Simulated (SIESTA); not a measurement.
## Ta3AsAu2O13 in SIESTA: convergence with k mesh

The system is Ta3AsAu2O13.

```
Ta As Au O
1.0
     5.72385   -0.00745   -0.00403
     1.30279    6.25499    0.00561
     0.27574    1.30074    8.36754
Ta As Au O
3 1 2 13
Direct
  0.21713 0.30521 0.58431
  0.03325 0.11123 0.99855
  0.58248 0.62145 0.50482
  0.58707 0.89691 0.83049
  0.58004 0.09228 0.18613
  0.04485 0.82077 0.44682
  0.66201 0.69726 0.71088
  0.51632 0.13418 0.69625
  0.85098 0.88773 0.91932
  0.34466 0.87003 0.94651
  0.73015 0.29240 0.03095
  0.24622 0.21809 0.11075
  0.12900 0.09398 0.49104
  0.48032 0.38887 0.43499
  0.05966 0.26685 0.78594
  0.93330 0.53240 0.45645
  0.49975 0.85161 0.34971
  0.25256 0.62988 0.62473
  0.91878 0.95175 0.22636
```

The cell was built by a generator and needn't be a form met in nature.

```yaml
Program: SIESTA 5.4.2
Task: single point
Functional: PBE
Potentials_or_basis: PseudoDojo 0.4 standard (PBE files)
Basis: DZP (energy shift 0.003 Ry; two zetas on semicore shells)
Grid_cutoff: 800 Ry
Energy_shift: 0.003 Ry
k_mesh: 1 × 1 × 1
Occupations: fermi-dirac, width 0.05 eV
Spin: no spin polarisation
```

These are the settings of the first run; the series varies k mesh, with any setting tied to it.

Hardware: 4 MPI ranks on Intel(R) Xeon(R) 6975P-C (Granite Rapids), with other jobs on the host.

Question: The values tried are 1 × 1 × 1, 2 × 2 × 2, 3 × 3 × 2, 4 × 4 × 3, 5 × 5 × 4, 6 × 6 × 5, loosest first. From which on does the pressure stay within 0.1 GPa of the tightest run that finished?

Answer: From 2 × 2 × 2 on.

| k mesh | energy less the tightest run, at zero smearing (meV/atom) | pressure (GPa) | largest force (eV/Å) | gap on the mesh (eV) | SCF cycles | CPU time (s) |
| --- | --- | --- | --- | --- | --- | --- |
| 1 × 1 × 1 | 29.68 | 3.55 | 0.753 | 1.385 | 14 | 160 |
| 2 × 2 × 2 | 1.69 | 3.76 | 0.807 | 1.149 | 14 | 200 |
| 3 × 3 × 2 | 0.08 | 3.75 | 0.852 | 1.185 | 14 | 180 |
| 4 × 4 × 3 | 0.01 | 3.75 | 0.857 | 1.148 | 14 | 200 |
| 5 × 5 × 4 | 0.00 | 3.75 | 0.857 | 1.160 | 14 | 220 |
| 6 × 6 × 5 | 0.00 | 3.75 | 0.857 | 1.141 | 14 | 250 |

Against the tightest run, the energy stays within 1 meV/atom from 3 × 3 × 2 on; the largest force stays within 0.005 eV/Å from 4 × 4 × 3 on. Not settled before the last step: the gap on the mesh (to 0.01 eV). Meshes of other sizes hit other points, so gaps and Fermi surfaces needn't settle smoothly. The tightest run that finished is the yardstick and may itself not be fully converged.

Caveat, for the tightest run too: short orbitals over semicore shells can move pressures by several GPa; spin-orbit coupling is left out, which moves the levels of the heavy elements; an odd mesh through Γ misses points on the zone boundary, where band edges often lie; the basis of atomic orbitals isn't converged, which shifts pressures, moduli and gaps.
